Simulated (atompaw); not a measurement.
**A PAW (atompaw) potential for Pt, from input to tests**

Aim: build the potential from the settings below, then test how well it stands in for the atom: scattering, ghost states and the plane-wave cutoff that it needs.

Method: atompaw 4.2.0.5, LDA (PW92), scalar-relativistic.

### Step 1. Settings

Typed settings, in words:

```
element                 : platinum (Pt, Z = 78)
type                    : PAW
frozen core             : [Kr] 4d10
valence charge          : 32
reference configuration : 4f14 5s2 5p6 5d9 6s1 6p0
partial waves           : 5s (bound): rc 1.40 bohr; 6s (bound): rc 1.70 bohr; 5p (bound): rc 1.60 bohr; 6p (bound, empty): rc 1.70 bohr; 5d (bound): rc 1.60 bohr; 5d channel at 0.85 Ry: rc 1.70 bohr; 4f (bound): rc 0.70 bohr; 4f channel at -4.1 Ry: rc 0.70 bohr
local potential         : bessel scheme, radius 1.30 bohr
core correction         : smooth core density matched at 1.65 bohr
augmentation charge     : sinc compensation charge, radius 1.55 bohr; PAW radius 1.70 bohr; waves and projectors: custom polynom gramschmidtortho
```

An earlier all-electron run gives the scale for the radii.

All-electron outer shells of the reference configuration (LDA (PW92), scalar-relativistic, ld1.x):

| shell | level (eV) | outermost node (bohr) | outermost maximum (bohr) |
| --- | --- | --- | --- |
| 4p | -519.27 | 0.22 | 0.41 |
| 4d | -306.78 | 0.20 | 0.42 |
| 5s | -102.20 | 0.49 | 0.87 |
| 4f | -70.50 | – | 0.38 |
| 5p | -56.29 | 0.53 | 0.98 |
| 5d | -6.38 | 0.57 | 1.26 |
| 6s | -5.96 | 1.14 | 2.38 |
| 6p | -0.96 | 1.36 | 3.55 |

### Step 2. The generation run

Contents of Pt.input:

```
Pt 78
LDA-PW scalarrelativistic loggrid 2001 logderivrange -10 5 376
6 6 5 4 0 0
6 0 1
6 1 0
5 2 9
0 0 0
c
c
c
c
v
v
c
c
c
v
v
c
c
v
v
3
1.70 1.55 1.30 1.65
n
n
y
0.85
n
y
-4.1
n
custom polynom gramschmidtortho sinc
bessel
1.40
1.70
1.60
1.70
1.60
1.70
0.70
0.70
PWSCFOUT
UPFDX 0.0125d0 UPFXMIN -7.d0 UPFZMESH 78.d0
END
```

On the command line:

```bash
$ atompaw < Pt.input > Pt.log
```

Q: Predict the outcome of this session. Wanted: cutoffs for 10 and 1 mRy, occupied levels; bound ghosts; largest phase difference near zero energy, channels read; lowest eigenvalue of the overlap; share of valence orbitals outside the PAW sphere; UPF file.

The runs gave:

| quantity | value |
| --- | --- |
| cutoffs for 10 and 1 mRy, occupied levels | over 300 Ry and over 300 Ry |
| bound ghosts | none found |
| largest phase difference near zero energy, channels read | 0.002 rad |
| lowest eigenvalue of the overlap (Bessel basis) | 0.338 (p) |
| share of valence orbitals outside the PAW sphere | 5s 2 %, 6s 91 %, 5p 7 %, 6p 98 %, 5d 41 %, 4f 0 % |
| UPF file | written |

The potential is very hard: the looser tolerance needs over 300 Ry. The slowest occupied level is 4f: taken alone it needs over 300 Ry to come within 1 mRy, against 45 Ry for 5p. No bound ghost shows below the valence levels. Near zero energy the phases of the channels with partial waves agree within 0.002 rad. These are tests on the free atom; a crystal test is still owed.
